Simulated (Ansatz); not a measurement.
# NaIn3H2: the cost of one run

Program: Ansatz 0.2.0. Level of theory: DFT PBE, scalar-relativistic, plane waves, PAW. These are calculated values, not measurements.

### Step 1. The starting structure

Symmetry: P6/mmm, No. 191, hexagonal system. The conventional cell has a = 5.959 Å, b = 5.959 Å, c = 3.467 Å, α = 90.00°, β = 90.00°, γ = 120.00°. Na (site symmetry 6/mmm) is surrounded by 6 H at 3.44 Å and 12 In at 3.45 Å and 2 Na at 3.47 Å. In (site symmetry mmm) has 4 H at 2.44 Å as nearest neighbours. Around H (site symmetry -6m2) lie 6 In at 2.44 Å and 3 Na at 3.44 Å.

As a file:

```
Na In H
1.0
     5.95898    0.00000    0.00000
    -2.97949    5.16063    0.00000
     0.00000    0.00000    3.46716
Na In H
1 3 2
Direct
  0.00000 0.00000 0.00000
  0.50000 0.00000 0.50000
  0.50000 0.50000 0.50000
  0.00000 0.50000 0.50000
  0.33333 0.66667 0.00000
  0.66667 0.33333 0.00000
```

The cell is invented: species swapped into a database cell of GdB2Rh3 (P6/mmm, No. 191), with Na on the Gd sites, H on the B sites and In on the Rh sites. Lengths come from tabulated atomic sizes and are only a guess.

### Step 2. The guess as it stands, on a coarse mesh

File input.yaml:

```yaml
crystal:
  lattice:
    - [5.95898206, 0.0, 0.0]
    - [-2.97949103, 5.16062985, 0.0]
    - [0.0, 0.0, 3.46716073]
  atoms:
    - { symbol: Na, position: [0.0, 0.0, 0.0] }
    - { symbol: In, position: [0.5, 0.0, 0.5] }
    - { symbol: In, position: [0.5, 0.5, 0.5] }
    - { symbol: In, position: [0.0, 0.5, 0.5] }
    - { symbol: H, position: [0.33333333, 0.66666667, 0.0] }
    - { symbol: H, position: [0.66666667, 0.33333333, 0.0] }
basis:
  ecutwfc: 420
kpoints:
  mp_grid: { grid: [3, 3, 6] }
hamiltonian:
  xc: pbe
scf:
  occupations: { method: gaussian, width: 0.1 }
  lower_state_search: "off"
output:
  forces: true
  stress: true
  eigenvalues: true
```

Command:

```sh
$ ansatz run input.yaml --threads 1 --pin off --max-ram 2048MiB --backend cpu --events-out ev --progress --plain --runs-dir out
```

Q: Estimate wall time and peak memory on 1 thread of AMD EPYC 9R45 (Zen 5), shared host.

About 1.3 s, with a peak of 0.4 GiB.
